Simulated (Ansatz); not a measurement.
# ClH3OSn: the cost of one run

Program: Ansatz 0.2.0. Level of theory: RKS PBE0-D4/def2-SVP. These are calculated values, not measurements.

### Step 1. The structure to begin with

Bond lengths: Sn1–Cl2 2.410 Å, Sn1–H3 1.740 Å, Sn1–O4 1.959 Å, O4–H5 1.010 Å, Sn1–H6 1.739 Å. Angles: Cl2–Sn1–H3 109.4°, Cl2–Sn1–O4 109.5°, Cl2–Sn1–H6 109.5°, H3–Sn1–O4 109.5°, H3–Sn1–H6 109.5°, O4–Sn1–H6 109.5°, Sn1–O4–H5 109.5°.

Structure file:

```xyz
6

Sn    0.0000    0.0000    0.0000
Cl    0.0000    0.0000    2.4100
H     1.6408    0.0000   -0.5794
O    -0.9232    1.5994   -0.6527
H    -1.8810    1.3686   -0.8751
H    -0.8195   -1.4198   -0.5794
```

### Step 2. Relaxing the start

The input, input.yaml:

```yaml
crystal:
  periodic: [false, false, false]
  atoms:
    - { symbol: Sn, position_ang: [0.0, 0.0, 0.0] }
    - { symbol: Cl, position_ang: [0.0, 0.0, 2.41] }
    - { symbol: H, position_ang: [1.6408, 0.0, -0.5794] }
    - { symbol: O, position_ang: [-0.9232, 1.5994, -0.6527] }
    - { symbol: H, position_ang: [-1.881, 1.3686, -0.8751] }
    - { symbol: H, position_ang: [-0.8195, -1.4198, -0.5794] }
basis:
  gaussian: { orbitals: def2-SVP }
hamiltonian:
  xc: pbe0
  dispersion: d4
relax:
  f_tol: 0.02
  max_steps: 40
```

On the command line:

```
$ ansatz run input.yaml --threads 1 --pin off --max-ram 2048MiB --backend cpu --events-out ev --progress --plain --runs-dir out
```

**Question.** How long does this run take on 1 thread of Arm Neoverse V1, shared host, and how much memory does it need?

About 31 s, with a peak of 0.15 GiB.
